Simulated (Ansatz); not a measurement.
Runs of Ansatz 0.2.0 on CoPd2O2. The cell holds a slab with vacuum, 5 atoms: a = 2.845 Å, b = 2.845 Å, c = 20.960 Å, α = 90.00°, β = 90.00°, γ = 120.00°. 

| task | level | cell | cutoff (eV) | basis error allowed | gap on the mesh (eV) | moment (μB) | largest force (eV/Å) | work function (eV) |
| --- | --- | --- | --- | --- | --- | --- | --- | --- |
| projected density of states | PBE | the (0 0 1) slab of CoPdO2, cut from the database cell, not relaxed | 421 | 0.002 eV/atom | - | 1.35 | 0.68 | 4.64 |
| single point | PBEsol | as given | 421 | 0.002 eV/atom | none | (b) | 0.65 | (a) |
| single point | PBE | the (0 0 1) slab of CoPdO2, cut from the database cell, not relaxed | 455 | 0.001 eV/atom | none | 1.35 | 0.68 | 4.64 |
| single point | LDA | as given | 421 | 0.002 eV/atom | none | 0.89 | 0.70 | 5.07 |
| single point | PBE | as given | 421 | 0.002 eV/atom | none | 1.35 | 0.68 | 4.64 |

Alike in all rows: potentials or basis all-electron LAPW, scalar-relativistic; spin collinear, ferromagnetic start; k mesh 11 × 11 × 1; smearing fermi-dirac 0.05 eV.

Q: Fill in the values left out.

A: (a) 4.78; (b) 1.29.

Caveats: semilocal functionals often make such compounds metallic where correlation or magnetic order opens a gap, which also shifts bond lengths; the density of states is complete only up to the lowest level of the last band computed (some runs).

A k mesh can miss the band edges, and the runs leave out spin-orbit coupling on Pd.

A gap of «none» marks a metal or a gap under the smearing width.

The runs don't all hold the same shells in valence.
